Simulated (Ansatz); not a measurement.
**InICl₂: basis-set convergence**

The task here is to estimate one member of a computed series from the others.

Computed with Ansatz 0.2.0, Gaussian basis. Level: one geometry, several basis sets.

Plan: PBE0-D4/def2-SVP; ωB97M-V/def2-SVP; PBE0-D4/def2-QZVPP; ωB97M-V/def2-QZVPP; the functionals' def2-TZVPP values are taken from earlier runs.

## The relaxed structure

The geometry comes from an earlier relaxation with PBE0-D4 in a triple-zeta def2 set; it is a stationary point. In, I take the def2 core potential; no spin-orbit term is included.

SMILES `[Cl][In]([Cl])[I]`, 4 atoms, charge 0, spin multiplicity 1.

Atoms are counted from 1 here; the program's logs count them from 0.

Bond lengths: Cl1–In2 2.302 Å, In2–Cl3 2.302 Å, In2–I4 2.617 Å. Angles: Cl1–In2–Cl3 117.0°, Cl1–In2–I4 121.5°, Cl3–In2–I4 121.5°.

Coordinates:

```csv
atom,x (Å),y (Å),z (Å)
Cl1,-1.6893,-1.1850,1.0715
In2,0.0234,-0.0524,0.0313
Cl3,2.1707,-0.6166,0.6390
I4,-0.4493,1.7937,-1.7621
```

The first run:

Input file in.yaml:

```yaml
crystal:
  periodic: [false, false, false]
  atoms:
    - {symbol: Cl, position_ang: [-1.689316, -1.184993, 1.071482]}
    - {symbol: In, position_ang: [0.023442, -0.052439, 0.031253]}
    - {symbol: Cl, position_ang: [2.170675, -0.616583, 0.639020]}
    - {symbol: I, position_ang: [-0.449301, 1.793716, -1.762056]}
basis:
  gaussian: {orbitals: def2-SVP}
hamiltonian: {xc: pbe0, dispersion: d4}
output: {orbitals: {seedname: orbitals}}
```

On the command line:

```
> ansatz run in.yaml --threads 4 --pin off --events-out ev --progress --plain --max-ram 10444MiB
```

Steps of the session up to this table: PBE0-D4 in def2-SVP; ωB97M-V in def2-SVP; PBE0-D4 in def2-QZVPP; ωB97M-V in def2-QZVPP.

One table of the session follows, with a row left open; its other results are not shown here.

It belongs to the step «Functionals by basis». 

| functional | basis | HOMO (eV) | LUMO (eV) |
| --- | --- | --- | --- |
| PBE0-D4 | def2-SVP | -8.23 | -2.87 |
| PBE0-D4 | def2-TZVPP | -8.30 | -2.94 |
| PBE0-D4 | def2-QZVPP | -8.32 | -2.96 |
| ωB97M-V | def2-SVP | -10.32 | -0.88 |
| ωB97M-V | def2-TZVPP | -10.43 | -1.04 |
| ωB97M-V | def2-QZVPP | ? | ? |

Q: Estimate the row for ωB97M-V, def2-QZVPP from the others.

**Answer.** HOMO (eV): -10.45; LUMO (eV): -1.12. In the column «HOMO (eV)» it is the lowest.
